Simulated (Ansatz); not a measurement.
# ZnGe2: the cost of one run

Program: Ansatz 0.2.0. Level of theory: DFT PBE, scalar-relativistic, plane waves, PAW. These are calculated values, not measurements.

## 1. Starting point

The structure is cubic, space group Fd-3m (No. 227). Conventional cell: a = 7.368 Å, b = 7.368 Å, c = 7.368 Å, α = 90.00°, β = 90.00°, γ = 90.00°. Around Zn (site symmetry -43m) lie 12 Ge at 3.05 Å and 4 Zn at 3.19 Å. Ge (site symmetry -3m) is surrounded by 6 Ge at 2.60 Å.

Coordinates:

```cif
data_structure
_symmetry_space_group_name_H-M 'P 1'
_symmetry_Int_Tables_number 1
_cell_length_a 5.2096
_cell_length_b 5.2096
_cell_length_c 5.2096
_cell_angle_alpha 60.000
_cell_angle_beta 60.000
_cell_angle_gamma 60.000
_cell_volume 99.98
loop_
_atom_site_label
_atom_site_type_symbol
_atom_site_fract_x
_atom_site_fract_y
_atom_site_fract_z
_atom_site_occupancy
Zn1 Zn 0.00000 0.00000 0.00000 1
Zn2 Zn 0.25000 0.25000 0.25000 1
Ge1 Ge 0.62500 0.62500 0.62500 1
Ge2 Ge 0.12500 0.62500 0.62500 1
Ge3 Ge 0.62500 0.62500 0.12500 1
Ge4 Ge 0.62500 0.12500 0.62500 1
```

This is candidate A: cubic Laves (C15) type (Fd-3m, No. 227).

(A quick probe on a coarse mesh, which set the mesh and smearing, is not shown.)

## 3. A loose first relaxation (candidate A)

input.yaml

```yaml
crystal:
  lattice:
    - [0.0, 3.6837639808, 3.6837639808]
    - [3.6837639808, 0.0, 3.6837639808]
    - [3.6837639808, 3.6837639808, 0.0]
  atoms:
    - { symbol: Zn, position: [0.0, 0.0, 0.0] }
    - { symbol: Zn, position: [0.25, 0.25, 0.25] }
    - { symbol: Ge, position: [0.625, 0.625, 0.625] }
    - { symbol: Ge, position: [0.125, 0.625, 0.625] }
    - { symbol: Ge, position: [0.625, 0.625, 0.125] }
    - { symbol: Ge, position: [0.625, 0.125, 0.625] }
basis:
  ecutwfc: 420
kpoints:
  mp_grid: { grid: [4, 4, 4] }
hamiltonian:
  xc: pbe
scf:
  occupations: { method: gaussian, width: 0.1 }
  lower_state_search: "off"
output:
  forces: true
  stress: true
  eigenvalues: true
relax:
  adjacent_minimum: "off"
  f_tol: 0.04
  max_steps: 70
  cell: { stress_tol: 0.4 }
```

On the command line:

```sh
$ ansatz run input.yaml --threads 1 --pin off --max-ram 2560MiB --backend cpu --events-out ev --progress --plain --runs-dir out
```

**Question.** How long does this run take on 1 thread of Arm Neoverse V1, shared host, and how much memory does it need?

About 17 s, with a peak of 0.4 GiB.
